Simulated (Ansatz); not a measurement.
The same calculation of CH6B2S, SMILES BBCS as a Python script and as an input file (Ansatz 0.2.0, Python API).

Script `opt_ch6b2s.py`:
```python
"""Geometry optimisation of CH6B2S."""

import itertools

import ansatz as az
from ase.data import atomic_numbers, covalent_radii
import numpy as np

geometry_ang = [
    ("B", [-1.1531, 1.3399, 0.5125]),
    ("B", [0.0609, 0.5735, -0.2012]),
    ("C", [0.4016, -0.895, 0.2611]),
    ("S", [1.9326, -1.5173, -0.6657]),
    ("H", [-1.4712, 2.4703, 0.1266]),
    ("H", [-1.8327, 0.8856, 1.3548]),
    ("H", [0.7104, 1.1102, -1.0517]),
    ("H", [-0.3973, -1.5513, 0.1144]),
    ("H", [0.6961, -0.8613, 1.3962]),
    ("H", [1.136, -1.6058, -1.844]),
]
geometry = az.Crystal.molecule()
for symbol, xyz in geometry_ang:
    geometry = geometry.atom(symbol, xyz)

setup = (
    geometry.calculation()
    .basis(gaussian="def2-SVP")
    .functional("b3lyp")
)
symbols = [site.symbol for site in geometry.cartesian_sites]
start = np.array([site.position_ang for site in geometry.cartesian_sites], dtype=float)
def progress(event):
    if event["event"] == "relax_step":
        row = event["data"]
        print(f"step {row['step']:3d}  E = {row['lagrangian_ev']:.6f} eV  largest force component {row['allowed_force_max_ev_ang']:.4f} eV/A")


r = setup.relax(force_tolerance=0.02).session().plan().execute(on_event=progress).report
end = np.array(r["positions_ang"])

print("reference energy %16.6f eV" % r["reference_energy_ev"])
print("total energy     %16.6f eV" % r["free_energy_ev"])
print("occupied orbitals outside the frozen core (up, down):", r["n_occupied"], " frozen:", r["n_frozen"], " virtual:", r["n_virtual"])

# pairs closer than 1.2 times the sum of covalent radii, before or after
radius = [covalent_radii[atomic_numbers[s]] for s in symbols]
span = lambda where, i, j: np.linalg.norm(where[i] - where[j])
bonded = [(i, j) for i, j in itertools.combinations(range(len(symbols)), 2) if min(span(start, i, j), span(end, i, j)) < 1.2 * (radius[i] + radius[j])]
print("pair        before    after (A)")
for i, j in bonded:
    print(f"{symbols[i]}{i}-{symbols[j]}{j}".ljust(10), f"{span(start, i, j):8.4f} {span(end, i, j):8.4f}")
```

```console
$ python opt_ch6b2s.py
step   1  E = -13315.510793 eV  largest force component 3.3435 eV/A
step   2  E = -13316.047057 eV  largest force component 0.9678 eV/A
step   3  E = -13316.120931 eV  largest force component 0.5382 eV/A
step   4  E = -13316.216526 eV  largest force component 0.4885 eV/A
step   5  E = -13316.295889 eV  largest force component 0.7401 eV/A
step   6  E = -13316.392466 eV  largest force component 0.6514 eV/A
step   7  E = -13316.528671 eV  largest force component 0.5808 eV/A
step   8  E = -13316.632937 eV  largest force component 0.2601 eV/A
step   9  E = -13316.672406 eV  largest force component 0.1177 eV/A
step  10  E = -13316.664024 eV  largest force component 0.3404 eV/A
step  11  E = -13316.681256 eV  largest force component 0.1498 eV/A
step  12  E = -13316.688352 eV  largest force component 0.1040 eV/A
step  13  E = -13316.691526 eV  largest force component 0.1539 eV/A
step  14  E = -13316.690541 eV  largest force component 0.2722 eV/A
step  15  E = -13316.694737 eV  largest force component 0.1100 eV/A
step  16  E = -13316.699904 eV  largest force component 0.1234 eV/A
step  17  E = -13316.707703 eV  largest force component 0.2692 eV/A
step  18  E = -13316.712219 eV  largest force component 0.6776 eV/A
step  19  E = -13316.734560 eV  largest force component 0.5556 eV/A
step  20  E = -13316.775592 eV  largest force component 0.2861 eV/A
step  21  E = -13316.819565 eV  largest force component 0.3913 eV/A
step  22  E = -13316.827840 eV  largest force component 0.8648 eV/A
step  23  E = -13316.853228 eV  largest force component 0.6213 eV/A
step  24  E = -13316.873478 eV  largest force component 0.1885 eV/A
step  25  E = -13316.876470 eV  largest force component 0.0898 eV/A
step  26  E = -13316.877710 eV  largest force component 0.0330 eV/A
step  27  E = -13316.877776 eV  largest force component 0.0379 eV/A
step  28  E = -13316.878016 eV  largest force component 0.0163 eV/A
reference energy    -13316.878264 eV
total energy        -13316.878264 eV
occupied orbitals outside the frozen core (up, down): [19, 19]  frozen: 0  virtual: [71, 71]
pair        before    after (A)
B0-B1        1.6033   1.6719
B0-H4        1.2361   1.2110
B0-H5        1.1738   1.2134
B1-C2        1.5768   1.5677
B1-H6        1.1972   1.2135
C2-S3        1.8948   1.8707
C2-H7        1.0443   1.0965
C2-H8        1.1732   1.0970
S3-H9        1.4251   1.3526
```

`input.yaml`:
```yaml
crystal:
  periodic: [false, false, false]
  atoms:
    - { symbol: B, position_ang: [-1.1531, 1.3399, 0.5125] }
    - { symbol: B, position_ang: [0.0609, 0.5735, -0.2012] }
    - { symbol: C, position_ang: [0.4016, -0.895, 0.2611] }
    - { symbol: S, position_ang: [1.9326, -1.5173, -0.6657] }
    - { symbol: H, position_ang: [-1.4712, 2.4703, 0.1266] }
    - { symbol: H, position_ang: [-1.8327, 0.8856, 1.3548] }
    - { symbol: H, position_ang: [0.7104, 1.1102, -1.0517] }
    - { symbol: H, position_ang: [-0.3973, -1.5513, 0.1144] }
    - { symbol: H, position_ang: [0.6961, -0.8613, 1.3962] }
    - { symbol: H, position_ang: [1.136, -1.6058, -1.844] }
basis:
  gaussian:
    orbitals: def2-SVP
hamiltonian:
  xc: b3lyp
relax:
  f_tol: 0.02
```

Notes:
- Total energies depend on the basis set; only differences at equal settings carry meaning.
- The end point is the stationary point reached from this start; no frequency run checks that it is a minimum, and the basis set is modest.
- b3lyp holds the VWN-RPA fit, as in Gaussian; the form of ORCA and Turbomole is b3lyp5.
- Wall time of the script: 58 s on 1 thread of Intel(R) Xeon(R) 6975P-C (Granite Rapids), on a shared host, peak memory 0.26 GiB.

(Lines on the test bed's own set-up are left out of the output.)
